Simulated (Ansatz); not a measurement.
# WC: the cost of one run

Program: Ansatz 0.2.0. Level of theory: DFT PBEsol, plane waves, PAW, scalar-relativistic, no spin polarisation. These are calculated values, not measurements.

The COD cell was measured well above room temperature, so it is larger than a cold one.

## Step 1: The starting structure

The cell holds 16 atoms (C8W8): a = 5.690 Å, b = 4.927 Å, c = 5.588 Å, α = 90.00°, β = 90.00°, γ = 90.00°.

As a file:

```xyz
16
Lattice="-2.8448 -4.9274 0.0000 4.2672 -2.4637 0.0000 0.0000 0.0000 5.5881" Properties=species:S:1:pos:R:3 pbc="T T T"
W     0.0000   -4.9274    0.0000
C     1.4224   -4.1061    1.3970
W     0.0000   -4.9274    2.7941
C     1.4224   -4.1061    4.1911
W    -1.4224   -2.4637    0.0000
C     0.0000   -1.6425    1.3970
W    -1.4224   -2.4637    2.7941
C     0.0000   -1.6425    4.1911
W     1.4224   -2.4637    0.0000
C     2.8448   -1.6425    1.3970
W     1.4224   -2.4637    2.7941
C     2.8448   -1.6425    4.1911
W     0.0000    0.0000    0.0000
C    -1.4224   -4.1061    1.3970
W     0.0000    0.0000    2.7941
C    -1.4224   -4.1061    4.1911
```

## Step 2: Run 1

180 steps of 0.75 fs under a Langevin thermostat at 4200 K.

input.yaml

```yaml
accuracy: low
crystal:
  lattice:
    - [-2.84482, -4.927373, 0.0]
    - [4.26723, -2.463686, 0.0]
    - [0.0, 0.0, 5.58812]
  atoms:
    - { symbol: W, position: [0.75, 0.5, 0.0] }
    - { symbol: C, position: [0.5, 0.6666667, 0.25] }
    - { symbol: W, position: [0.75, 0.5, 0.5] }
    - { symbol: C, position: [0.5, 0.6666667, 0.75] }
    - { symbol: W, position: [0.5, 0.0, 0.0] }
    - { symbol: C, position: [0.25, 0.1666667, 0.25] }
    - { symbol: W, position: [0.5, 0.0, 0.5] }
    - { symbol: C, position: [0.25, 0.1666667, 0.75] }
    - { symbol: W, position: [0.25, 0.5, 0.0] }
    - { symbol: C, position: [0.0, 0.6666667, 0.25] }
    - { symbol: W, position: [0.25, 0.5, 0.5] }
    - { symbol: C, position: [0.0, 0.6666667, 0.75] }
    - { symbol: W, position: [0.0, 0.0, 0.0] }
    - { symbol: C, position: [0.75, 0.1666667, 0.25] }
    - { symbol: W, position: [0.0, 0.0, 0.5] }
    - { symbol: C, position: [0.75, 0.1666667, 0.75] }
basis:
  ecutwfc: 420.0
kpoints:
  mp_grid: { grid: [2, 2, 2] }
hamiltonian:
  xc: pbesol
  pseudopotentials: { kind: paw, azcp: { folder: soft_1 } }
scf:
  occupations: { method: fermi_dirac, width: 0.36 }
  lower_state_search: "off"
md:
  timestep: 0.75
  n_steps: 180
  ensemble: nvt_langevin
  temperature: 4200.0
  initial_velocities: maxwell_boltzmann
  seed: 91657
  friction: 0.02
```

Started as:

```bash
$ ansatz run input.yaml --threads 1 --pin off --max-ram 3072MiB --backend cpu --events-out ev --progress --plain --runs-dir out
```

**Question.** How long does this run take on 1 thread of Arm Neoverse N1, shared host, and how much memory does it need?

About 27 min, with a peak of 0.6 GiB.
